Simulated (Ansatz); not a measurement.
HPbNO4:

```
H Pb N O
1.0
     4.12040   -0.00081   -0.01120
     0.00404    6.42722    0.05360
     0.02791    3.20707    7.74994
H Pb N O
2 2 2 8
Direct
  0.90366 0.21821 0.48851
  0.40337 0.78177 0.51142
  0.39455 0.30863 0.70725
  0.89489 0.69135 0.29266
  0.63409 0.19990 0.20730
  0.13386 0.80012 0.79275
  0.90829 0.32866 0.54369
  0.53792 0.39076 0.19497
  0.53483 0.11279 0.10602
  0.83718 0.08887 0.32672
  0.40817 0.67132 0.45624
  0.03774 0.60924 0.80520
  0.03429 0.88737 0.89397
  0.33716 0.91101 0.67330
```

The cell was built by a generator and needn't be a form met in nature.

Base run:

```yaml
Program: Ansatz 0.2.0
Functional: PBE
Potentials_or_basis: Ansatz PAW
Cutoff: "420 eV (not typed: the program's choice for these potentials)"
k_mesh: 5 × 4 × 3
Occupations: fermi-dirac, width 0.05 eV
Spin: spin-orbit coupling, no magnetisation
```

Its results: band gap on the k mesh 3.21 eV, indirect (least direct gap 3.26 eV); pressure -0.1 GPa; largest force 0.061 eV/Å.

Task: The run is repeated on the same cell with these changes: k mesh from 5 × 4 × 3 to 7 × 5 × 4; spin from spin-orbit coupling, no magnetisation to no spin polarisation; potential files from those of the base run to others of the same set. What comes out?

Result: Band gap on the k mesh 3.30 eV, indirect (least direct gap 3.39 eV); pressure 0.0 GPa; largest force 0.007 eV/Å.

Several settings changed at once, so the effect can't be laid on one alone.

Caveats: odd divisions of the mesh miss points on the zone boundary, where band edges often lie, so the gap on the mesh can be too wide (some runs); spin-orbit coupling is left out, which as a rule narrows the gap of such compounds by several tenths of an eV (some runs).
